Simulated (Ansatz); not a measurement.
# GeNH₃ (triplet): from Hartree-Fock to the top rungs at a displaced geometry (v1), cc-pVDZ

The task here is to estimate one member of a computed series from the others.

The runs use Ansatz 0.2.0, Gaussian basis; cc-pVDZ, core rule «outside noble gas», up to 15 orbitals frozen.

Plan: UHF; CCSD(T) on ROHF; CCSD(T) on UHF; BCCD(T) on ROHF; CISD; CCSDT(Q) on ROHF; CCSDT(Q) on UHF.

27 further runs of the same task are left out: 12 that didn't finish, 15 set aside as unsound or not needed.

## What is computed

The geometry is a PBE0/def2-TZVP stationary point (not a proven minimum) with its atoms shifted at random (size 0.040 Å). No spin-orbit coupling is included. The filled d shell of Ge may be among the frozen orbitals whatever the setting's name suggests; the logs give the count.

5 atoms, charge 0, spin multiplicity 3.

Atoms are counted from 1 here; the program's logs count them from 0.

Bond lengths: Ge1–N2 1.876 Å, Ge1–H3 1.526 Å, Ge1–H4 1.503 Å, N2–H5 1.140 Å. Angles: N2–Ge1–H3 102.5°, N2–Ge1–H4 105.2°, H3–Ge1–H4 108.5°, Ge1–N2–H5 114.3°.

As a file:

```xyz
5

Ge   -0.04659    0.00230    0.30777
N     0.19553   -0.01385   -1.55232
H     0.75833   -1.21406    0.75680
H     0.65555    1.24217    0.78660
H    -0.77382   -0.00117   -2.15206
```

The first run:

in.yaml

```yaml
crystal:
  periodic: [false, false, false]
  atoms:
    - {symbol: Ge, position_ang: [-0.046585, 0.002296, 0.307769]}
    - {symbol: N, position_ang: [0.195533, -0.013846, -1.552320]}
    - {symbol: H, position_ang: [0.758330, -1.214057, 0.756798]}
    - {symbol: H, position_ang: [0.655554, 1.242170, 0.786601]}
    - {symbol: H, position_ang: [-0.773817, -0.001171, -2.152056]}
basis:
  gaussian: {orbitals: cc-pVDZ}
magnetization: {spin_polarized: true, initial_magnetization: 2}
hamiltonian: {xc: hf}
output: {orbitals: {seedname: orbitals}}
```

Started as:

```
> ansatz run in.yaml --threads 1 --pin off --events-out ev --progress --plain --max-ram 2393MiB
```

Steps of the session up to this table: UHF; CCSD(T) on ROHF; CCSD(T) on UHF; BCCD(T) on ROHF; CISD; CCSDT(Q) on ROHF; CCSDT(Q) on UHF.

One of the session's tables, all rows but one given; the rest of the session is left out.

It belongs to the step «Misses and costs». 

| method | from UCCSDT(Q) (meV) |
| --- | --- |
| ROHF | +7369.3 |
| UHF | +7181.2 |
| RMP2 | +1196.3 |
| UMP2 | +1193.0 |
| RCCSD | +235.0 |
| UCCSD | +227.6 |
| RCCSD(T) | ? |
| UCCSD(T) | +45.8 |
| BCCD(T) | +48.4 |
| RCCSDT | +18.7 |
| UCCSDT | +14.9 |
| RCCSDT(Q) | +4.9 |
| UCCSDT(Q) | 0 |

Estimate the missing values for RCCSD(T).

The run gave: from UCCSDT(Q) (meV): +49.0. In the column «from UCCSDT(Q) (meV)» it lies between BCCD(T) (+48.4) and UCCSD (+227.6).

Not comparable, so not listed: CISD (they don't share determinant, frozen orbitals or solution with the rows shown, or repeat one).

Limits of these values: Restricted and unrestricted rows rest on different reference determinants; where their highest levels disagree by more than a few hundredths of an eV, they describe different states and don't form one ladder.
